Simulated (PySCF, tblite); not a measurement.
**3-fluorophenol: dynamics, then NMR shifts on frames**

Aim: move 3-fluorophenol (`Oc1cccc(F)c1`) away from its starting geometry and see how NMR shifts follow the geometry.

The runs use tblite 0.8.0 and PySCF 2.14.0, with density-fitted response routines of our own; the level of theory stands in each step. All values are computed, except where a source is named. Atoms count from 0, in the outputs and in this text.

**1. The starting structure**

13 atoms, charge 0, multiplicity 1; geometry from: GFN2-xTB.

Bonds of the start (Å): O0–C1 1.36, C1–C2 1.39, C2–C3 1.38, C3–C4 1.39, C4–C5 1.38, C5–F6 1.35, C5–C7 1.38, C7–C1 1.39, O0–H8 0.97, C2–H9 1.08, C3–H10 1.08, C4–H11 1.08, C7–H12 1.08.

**2. A short Langevin run with GFN2-xTB**

What the job is given:

```
{"job": {"kind": "md", "xc": "GFN2-xTB", "basis": "xTB", "temperature": 200, "steps": 2000, "every": 50, "frames": 5}, "charge": 0, "multiplicity": 1}
O      2.477870    -0.315850     0.002532
C      1.130698    -0.165488     0.000442
C      0.338141    -1.311351     0.013651
C     -1.038138    -1.201733     0.012303
C     -1.652460     0.040215    -0.000977
C     -0.849617     1.163832    -0.015076
F     -1.425049     2.384921    -0.030046
C      0.530690     1.088254    -0.014648
H      2.909913     0.546997    -0.008322
H      0.823947    -2.273324     0.025960
H     -1.643574    -2.094634     0.021867
H     -2.724992     0.143438    -0.000512
H      1.118181     1.995210    -0.024901
```

With the program's defaults for keys left out, this is: GFN2-xTB Langevin dynamics, gas phase.

Command:

```console
OMP_NUM_THREADS=1 python probes_run.py task.json out
```

The driver reads the jobs from task.json and runs them one after another.

What it wrote:

```text
t/fs     T/K      E/eV
    0.0   166.7   -658.08778
   25.0    87.3   -657.83470
   50.0   154.1   -657.82815
   75.0   234.0   -657.94188
  100.0   136.9   -657.76951
  125.0   189.8   -657.86702
  150.0   180.0   -657.77093
  175.0   207.7   -657.73523
  200.0   232.4   -657.77035
  225.0   161.0   -657.82154
  250.0   161.7   -657.86711
  275.0   177.1   -657.84521
  300.0   189.8   -657.87435
  325.0   189.6   -657.85103
  350.0   197.4   -657.82820
  375.0   199.5   -657.82446
  400.0   196.3   -657.83849
  425.0   208.7   -657.82580
  450.0   163.1   -657.81768
  475.0   159.8   -657.75736
  500.0   199.1   -657.73235
  525.0   240.3   -657.84651
  550.0   125.6   -657.65174
  575.0   302.3   -657.85359
  600.0   203.8   -657.72722
  625.0   187.2   -657.75430
  650.0   215.4   -657.82830
  675.0   214.6   -657.77082
  700.0   160.3   -657.73796
  725.0   232.5   -657.83778
  750.0   156.2   -657.81569
  775.0   166.5   -657.79300
  800.0   190.4   -657.77090
  825.0   175.4   -657.74308
  850.0   189.4   -657.78268
  875.0   152.1   -657.66722
  900.0   191.9   -657.83487
  925.0   191.6   -657.73142
  950.0   169.8   -657.66641
  975.0   231.0   -657.84967
 1000.0   181.5   -657.81059
```

Wall time 15 s (1 thread, shared host).

Distance from the start (root mean square after alignment): 0 fs 0.00 Å, 200 fs 0.11 Å, 400 fs 0.12 Å, 600 fs 0.09 Å, 800 fs 0.10 Å, 1000 fs 0.09 Å.

Positions (Å) and forces (eV/Å) at 1000 fs:

```xyz
13

O     1.511   -1.003    0.638    1.920   -0.676    0.323
C     0.223   -0.750    0.601   -1.538    0.626   -1.341
C    -0.660   -1.545    1.311   -0.937   -0.618    0.054
C    -2.047   -1.351    1.200    1.311    0.754   -0.087
C    -2.573   -0.296    0.466   -0.512   -0.027    0.100
C    -1.655    0.451   -0.245    0.144    1.082   -0.456
F    -2.121    1.558   -0.926    0.259   -0.710    0.172
C    -0.274    0.232   -0.275   -1.613   -0.400    1.268
H     1.970   -0.633   -0.125    0.035    0.218    0.070
H    -0.250   -2.392    1.871   -0.272    0.537   -0.109
H    -2.696   -1.952    1.761   -0.654   -0.768    0.567
H    -3.671   -0.056    0.474    1.403   -0.287   -0.159
H     0.343    0.898   -0.821    0.454    0.268   -0.402
```

**3. Nuclear shieldings: 250 fs, PBE0/pcSseg-1**

What the job is given:

```
{"job": {"kind": "nmr", "xc": "PBE0", "basis": "pcSseg-1", "pop": false}, "charge": 0, "multiplicity": 1}
O      2.197600    -0.751200     0.184000
C      0.873000    -0.416700     0.119700
C     -0.066600    -1.416200     0.474400
C     -1.419800    -1.222900     0.348700
C     -1.891000     0.038600     0.050200
C     -1.018400     1.072300    -0.137400
F     -1.457900     2.371200    -0.236900
C      0.362800     0.868800    -0.136700
H      2.726800    -0.126900    -0.351200
H      0.308700    -2.404500     0.722500
H     -2.071600    -2.063100     0.499000
H     -2.988800     0.188600     0.008500
H      1.004400     1.714900    -0.261500
```

With the program's defaults for keys left out, this is: GIAO PBE0/pcSseg-1 NMR shielding, non-relativistic, gas phase.

What it wrote:

```text
coarse grid: 11792 points
cycle   1  E = -406.0530079514  dE =  1.448e+00  |g| = 7.062e-01  |ddm| = 3.563e+00
cycle   2  E = -405.9765866624  dE =  7.642e-02  |g| = 9.746e-01  |ddm| = 1.417e+00
cycle   3  E = -406.1428909865  dE = -1.663e-01  |g| = 1.244e-01  |ddm| = 9.016e-01
cycle   4  E = -406.1463319936  dE = -3.441e-03  |g| = 4.299e-02  |ddm| = 1.474e-01
cycle   5  E = -406.1467629990  dE = -4.310e-04  |g| = 1.341e-02  |ddm| = 4.616e-02
cycle   6  E = -406.1468043485  dE = -4.135e-05  |g| = 3.920e-03  |ddm| = 1.510e-02
cycle   7  E = -406.1468079607  dE = -3.612e-06  |g| = 1.410e-03  |ddm| = 4.810e-03
final grid: 116920 points
cycle   8  E = -406.2097281361  dE = -2.602e-05  |g| = 1.044e-02  |ddm| = 3.341e-02
cycle   9  E = -406.2097000661  dE =  2.807e-05  |g| = 1.630e-02  |ddm| = 2.220e-02
cycle  10  E = -406.2097503586  dE = -5.029e-05  |g| = 1.019e-03  |ddm| = 1.391e-02
cycle  11  E = -406.2097505711  dE = -2.125e-07  |g| = 1.981e-04  |ddm| = 1.032e-03
cycle  12  E = -406.2097505777  dE = -6.668e-09  |g| = 9.161e-05  |ddm| = 2.398e-04
cycle  13  E = -406.2097505797  dE = -1.964e-09  |g| = 3.252e-05  |ddm| = 1.198e-04
cycle  14  E = -406.2097505800  dE = -2.810e-10  |g| = 6.388e-06  |ddm| = 3.502e-05
converged SCF energy = -406.2097505800

GIAO shielding tensors (ppm)
atom      isotropic    diamagn.    paramagn.     s11        s22        s33       span
  0 O      210.669     388.750    -178.081    154.938    223.310    253.761     98.823
  1 C       17.233     254.235    -237.002    -73.786     10.613    114.874    188.660
  2 C       63.644     253.044    -189.401    -23.228     48.015    166.144    189.372
  3 C       52.321     255.517    -203.197    -60.025     40.765    176.222    236.247
  4 C       76.103     255.535    -179.432      0.852     56.680    170.779    169.928
  5 C       13.081     251.899    -238.818    -69.223     30.125     78.342    147.566
  6 F      280.890     477.586    -196.696    202.013    310.989    329.668    127.655
  7 C       75.781     257.667    -181.886     10.177     62.961    154.203    144.026
  8 H       27.052      30.997      -3.945     19.202     25.446     36.508     17.306
  9 H       24.619      30.301      -5.682     21.043     25.016     27.799      6.757
 10 H       24.123      30.281      -6.158     21.027     24.567     26.776      5.749
 11 H       24.532      28.284      -3.751     20.582     26.243     26.772      6.189
 12 H       25.197      31.815      -6.617     21.605     25.310     28.677      7.072
```

It took 36 s on 1 thread, shared host.

Shifts follow as δ = σ(reference) − σ, with reference shieldings (ppm) from runs at the same level and on the same kind of geometry: 1H TMS 31.72, 13C TMS 186.9, 19F CFCl3 170.9, 17O H2O 336.1. The references are single molecules in the gas phase, so shifts against H2O, NH3, PH3, H3PO4 or CFCl3 are not on the usual liquid scales and can be off by tens of ppm. Each atom is listed at this fixed geometry, with no averaging over motion; a spectrum would average atoms that exchange fast.

```
atoms                       environment  σ (ppm)  δ (ppm)
   C5  aromatic carbon bearing fluorine     13.1    173.8
   C1    aromatic carbon bearing oxygen     17.2    169.7
   C3                       aromatic CH     52.3    134.6
   C2                       aromatic CH     63.6    123.3
   C7                       aromatic CH     75.8    111.1
   C4                       aromatic CH     76.1    110.8
  H10        hydrogen on an aromatic CH    24.12     7.59
  H11        hydrogen on an aromatic CH    24.53     7.18
   H9        hydrogen on an aromatic CH    24.62     7.10
  H12        hydrogen on an aromatic CH    25.20     6.52
   H8  hydrogen on a phenol-type oxygen    27.05     4.66
   O0                phenol-type oxygen    210.7    125.4
   F6                     aryl fluorine    280.9   -109.9
```

Ring of atoms C1, C2, C3, C4, C5, C7: NICS(0) -11.1, NICS(1) -11.0, NICS(1)zz -26.3 ppm (means of both faces).

The fields below are evaluated on a grid from the run's orbitals.

Frontier orbitals at PBE0/pcSseg-1, with the share of their density that lies nearest to each atom:

```
orbital  energy (eV)                                                 lies on
   HOMO        -6.87                C4 23 %; C1, C2 about 18 % each; O0 15 %
   LUMO        -0.44  C3, C7 about 22 % each; C2, C5 about 11 % each; C1 7 %
```

ELF in a plane through or near 13 of the atoms.

Values, 10 rows by 14 columns:
```
0.00 0.00 0.00 0.00 0.00 0.00 0.00 0.00 0.00 0.00 0.00 0.00 0.00 0.00
0.00 0.00 0.00 0.00 0.00 0.00 0.00 0.00 0.00 0.00 0.00 0.00 0.00 0.00
0.00 0.00 0.00 0.00 0.00 0.94 0.99 0.20 0.26 0.96 0.40 0.00 0.00 0.00
0.00 0.00 0.00 0.34 0.16 0.50 0.97 0.51 0.80 1.00 0.76 0.00 0.00 0.00
0.00 0.00 0.06 0.80 0.76 0.46 0.86 0.75 0.23 0.62 0.08 0.05 0.00 0.00
0.00 0.00 0.34 0.95 0.52 0.56 0.85 0.14 0.63 0.46 1.00 0.99 0.04 0.00
0.00 0.00 0.01 0.19 0.02 0.77 0.44 0.86 0.33 0.21 0.21 0.28 0.00 0.00
0.00 0.00 0.00 0.00 0.60 0.99 0.80 0.13 0.60 0.88 0.26 0.00 0.00 0.00
0.00 0.00 0.00 0.00 0.00 0.03 0.00 0.16 0.49 0.29 0.02 0.00 0.00 0.00
0.00 0.00 0.00 0.00 0.00 0.00 0.00 0.00 0.00 0.00 0.00 0.00 0.00 0.00
```
The map spans 11.2 Å across and 10.2 Å up, centred on the molecule. Atoms in the plane (x, y in Å): O0 (-2.5, 0.5), C1 (-1.1, 0.2), C2 (-0.2, 1.3), C3 (1.1, 1.1), C4 (1.6, -0.1), C5 (0.8, -1.2), F6 (1.3, -2.5), C7 (-0.6, -1.1), H8 (-3.0, -0.3), H9 (-0.7, 2.3), H10 (1.7, 2.0), H11 (2.7, -0.3), H12 (-1.2, -2.0).

log10 of the density (e/Å³) in the same plane.

Ten even steps from ' ' (-4.0) to '@' (1.7):
```
                                                        
                                                        
                    ..........                          
                ..::::------::::::::::::..              
              ..::--==++++++==--========--::            
          ..::::--==++******++++++****++==::..          
        ..--========++**####****######**==--..          
      ::--==++****++****##@@####%%%%**++==--::..        
      ::--++**%%%%##**##########%%##**++====--::..      
    ..--==++##%%%%##%%@@##******######****++==--::      
    ..::==++**##****######******##%%%%####**==--::      
      ::--==++++++++**##@@##########******++==::::      
      ..::----====++**##@@####@@%%##**++====--::..      
          ..::--==++######****######**++==::..          
            ..::--++++**++++++##@@@@##**==::            
              ..::--========++**%%%%##++==::            
                ..::::::::::==++++++++==::              
                            ..::------::                
                                ....                    
                                                        
```
The map spans 11.2 Å across and 10.2 Å up, centred on the molecule. Atoms in the plane (x, y in Å): O0 (-2.5, 0.5), C1 (-1.1, 0.2), C2 (-0.2, 1.3), C3 (1.1, 1.1), C4 (1.6, -0.1), C5 (0.8, -1.2), F6 (1.3, -2.5), C7 (-0.6, -1.1), H8 (-3.0, -0.3), H9 (-0.7, 2.3), H10 (1.7, 2.0), H11 (2.7, -0.3), H12 (-1.2, -2.0).

On the surface of density 0.002 e/bohr³ the electrostatic potential runs, from the 1st to the 99th percentile, from -1.00 V near O0 to 2.60 V near H8.

**4. Nuclear shieldings: 425 fs, PBE0/pcSseg-1**

What the job is given:

```
{"job": {"kind": "nmr", "xc": "PBE0", "basis": "pcSseg-1", "pop": false}, "charge": 0, "multiplicity": 1}
O      1.907600    -1.037400     0.352200
C      0.603700    -0.654900     0.387300
C     -0.291100    -1.561100     1.046300
C     -1.648500    -1.222500     1.013800
C     -2.148300    -0.088900     0.443500
C     -1.237300     0.828200    -0.076300
F     -1.684900     1.950300    -0.579300
C      0.128200     0.508700    -0.165300
H      2.372400    -0.407000    -0.174100
H     -0.007600    -2.435200     1.608900
H     -2.351900    -1.977800     1.444900
H     -3.175700     0.163400     0.407600
H      0.753600     1.231800    -0.712800
```

Method: GIAO PBE0/pcSseg-1 NMR shielding, non-relativistic, gas phase.

What it wrote:

```text
coarse grid: 11792 points
cycle   1  E = -406.0538998907  dE =  1.537e+00  |g| = 7.040e-01  |ddm| = 3.580e+00
cycle   2  E = -405.9821317863  dE =  7.177e-02  |g| = 9.489e-01  |ddm| = 1.344e+00
cycle   3  E = -406.1427634362  dE = -1.606e-01  |g| = 1.285e-01  |ddm| = 8.582e-01
cycle   4  E = -406.1465724174  dE = -3.809e-03  |g| = 3.998e-02  |ddm| = 1.521e-01
cycle   5  E = -406.1469324387  dE = -3.600e-04  |g| = 1.435e-02  |ddm| = 4.579e-02
cycle   6  E = -406.1469811894  dE = -4.875e-05  |g| = 4.064e-03  |ddm| = 1.628e-02
cycle   7  E = -406.1469851072  dE = -3.918e-06  |g| = 1.419e-03  |ddm| = 4.781e-03
final grid: 116920 points
cycle   8  E = -406.2094818624  dE = -2.468e-05  |g| = 9.095e-03  |ddm| = 3.463e-02
cycle   9  E = -406.2094615645  dE =  2.030e-05  |g| = 1.387e-02  |ddm| = 1.837e-02
cycle  10  E = -406.2094992213  dE = -3.766e-05  |g| = 1.024e-03  |ddm| = 1.134e-02
cycle  11  E = -406.2094994307  dE = -2.094e-07  |g| = 1.419e-04  |ddm| = 1.006e-03
cycle  12  E = -406.2094994341  dE = -3.382e-09  |g| = 6.617e-05  |ddm| = 1.802e-04
cycle  13  E = -406.2094994350  dE = -9.123e-10  |g| = 3.159e-05  |ddm| = 9.206e-05
converged SCF energy = -406.2094994350

GIAO shielding tensors (ppm)
atom      isotropic    diamagn.    paramagn.     s11        s22        s33       span
  0 O      212.829     389.283    -176.454    150.739    239.620    248.129     97.389
  1 C       20.749     252.343    -231.594    -60.842      5.268    117.821    178.663
  2 C       65.621     252.370    -186.749    -24.576     55.899    165.540    190.116
  3 C       46.546     255.013    -208.466    -63.492     30.344    172.786    236.278
  4 C       76.007     256.351    -180.343     -7.193     66.092    169.124    176.317
  5 C       11.660     251.196    -239.536    -83.212     29.397     88.793    172.005
  6 F      287.070     476.317    -189.247    215.809    265.575    379.826    164.017
  7 C       83.386     258.115    -174.728     22.398     76.854    150.907    128.509
  8 H       28.168      33.720      -5.552     19.978     27.166     37.361     17.383
  9 H       24.393      30.156      -5.763     21.237     24.614     27.327      6.090
 10 H       23.777      27.750      -3.973     20.223     24.846     26.263      6.041
 11 H       25.179      30.482      -5.303     22.088     25.332     28.117      6.029
 12 H       24.971      31.677      -6.706     21.124     25.718     28.071      6.947
```

Wall time 27 s (1 thread, shared host).

This run: δ C5 175.3, C1 166.2, C3 140.4, C2 121.3, H10 7.94, H9 7.32 ppm.

[end of part 1 of 2]
